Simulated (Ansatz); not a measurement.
# C2H7BO3: one species, many methods

One table from this session's results is given with a row withheld; the runs are named, their logs left out.

Computed with Ansatz 0.2.0, Gaussian basis. Level: functionals in def2-TZVPP, the program's frozen cores in correlated methods.

The runs, in order: LDA (SPW92), PBE-D4, revPBE-D4, BLYP-D4, r2SCAN-D4, B97M-V, PBE0-D4, B3LYP-D4, r2SCANh-D4, r2SCAN0-D4, HSE06-D4, BHLYP-D4, CAM-B3LYP-D4, LC-ωPBE, ωB97X-V, ωB97M-V, B2PLYP, PBE-QIDH; CCSD(T)/def2-SVP; CCSD(T)/def2-TZVPP; MP2/def2-QZVPP; extrapolation to the limit; RPA on PBE.

## The geometry

All runs share one geometry, relaxed beforehand with PBE0-D4 in a triple-zeta def2 set.

SMILES `COB(O)OC`, 13 atoms, charge 0, spin multiplicity 1.

Atoms are counted from 1 here; the program's logs count them from 0.

Bond lengths: C1–O2 1.413 Å, C1–H7 1.093 Å, C1–H8 1.090 Å, C1–H9 1.093 Å, O2–B3 1.360 Å, B3–O4 1.368 Å, B3–O5 1.363 Å, O4–H10 0.960 Å, O5–C6 1.412 Å, C6–H11 1.091 Å, C6–H12 1.092 Å, C6–H13 1.094 Å. Angles: O2–C1–H7 111.2°, O2–C1–H8 107.6°, O2–C1–H9 111.2°, H7–C1–H8 109.2°, H7–C1–H9 108.4°, H8–C1–H9 109.2°, C1–O2–B3 120.1°, O2–B3–O4 120.2°, O2–B3–O5 120.7°, O4–B3–O5 119.1°, B3–O4–H10 111.4°, B3–O5–C6 121.6°, O5–C6–H11 108.3°, O5–C6–H12 111.7°, O5–C6–H13 110.0°, H11–C6–H12 109.4°, H11–C6–H13 108.7°, H12–C6–H13 108.8°.

Set-up of the first run:

The input, in.yaml:

```yaml
crystal:
  periodic: [false, false, false]
  atoms:
    - {symbol: C, position_ang: [0.452061, -2.024535, -0.475141]}
    - {symbol: O, position_ang: [0.166055, -0.641675, -0.510717]}
    - {symbol: B, position_ang: [-0.036144, 0.043509, 0.646985]}
    - {symbol: O, position_ang: [0.051157, -0.599777, 1.851417]}
    - {symbol: O, position_ang: [-0.332170, 1.373764, 0.626623]}
    - {symbol: C, position_ang: [-0.419426, 2.094711, -0.583907]}
    - {symbol: H, position_ang: [-0.362002, -2.585463, -0.008730]}
    - {symbol: H, position_ang: [0.575442, -2.361803, -1.504499]}
    - {symbol: H, position_ang: [1.371775, -2.224085, 0.080770]}
    - {symbol: H, position_ang: [-0.113654, 0.000874, 2.581476]}
    - {symbol: H, position_ang: [-1.242646, 2.806304, -0.499655]}
    - {symbol: H, position_ang: [-0.597042, 1.433789, -1.434386]}
    - {symbol: H, position_ang: [0.506994, 2.649783, -0.755436]}
basis:
  gaussian: {orbitals: def2-TZVPP}
hamiltonian: {xc: lda}
output: {orbitals: {seedname: orbitals}}
```

On the command line:

```bash
$ ansatz run in.yaml --threads 4 --pin off --events-out ev --progress --plain --max-ram 10444MiB
```

Among the steps run: LDA; PBE-D4 (GGA); revPBE-D4 (GGA); BLYP-D4 (GGA); r2SCAN-D4 (meta-GGA); B97M-V (meta-GGA); B3LYP-D4 (hybrid); r2SCANh-D4 (hybrid); r2SCAN0-D4 (hybrid); HSE06-D4 (hybrid); BHLYP-D4 (hybrid); CAM-B3LYP-D4 (range-separated); LC-ωPBE (range-separated); ωB97X-V (range-separated); ωB97M-V (range-separated); B2PLYP (double hybrid); PBE-QIDH (double hybrid).

One of the session's tables, all rows but one given; the rest of the session is left out.

It belongs to the step «Frontier levels by functional». 

```
  functional  HOMO (eV)  LUMO (eV)  gap (eV)
 LDA (SPW92)      -6.69      -0.07      6.63
      PBE-D4      -6.55       0.09      6.64
   revPBE-D4          ?          ?         ?
     BLYP-D4      -6.46       0.06      6.52
   r2SCAN-D4      -6.89       0.78      7.66
      B97M-V      -7.01       0.29      7.30
     PBE0-D4      -8.14       0.92      9.05
    B3LYP-D4      -7.89       0.56      8.45
  r2SCANh-D4      -7.48       1.02      8.50
  r2SCAN0-D4      -8.38       1.36      9.74
    HSE06-D4      -7.73       0.55      8.28
    BHLYP-D4      -9.68       1.49     11.17
CAM-B3LYP-D4      -9.60       1.63     11.23
     LC-ωPBE     -10.94       2.94     13.88
     ωB97X-V     -10.61       2.71     13.32
     ωB97M-V     -10.54       2.22     12.75
```

**Question.** Estimate the row for revPBE-D4.

As computed: HOMO (eV): -6.49; LUMO (eV): 0.17; gap (eV): 6.66. In the column «HOMO (eV)» it lies between PBE-D4 (-6.55) and BLYP-D4 (-6.46).
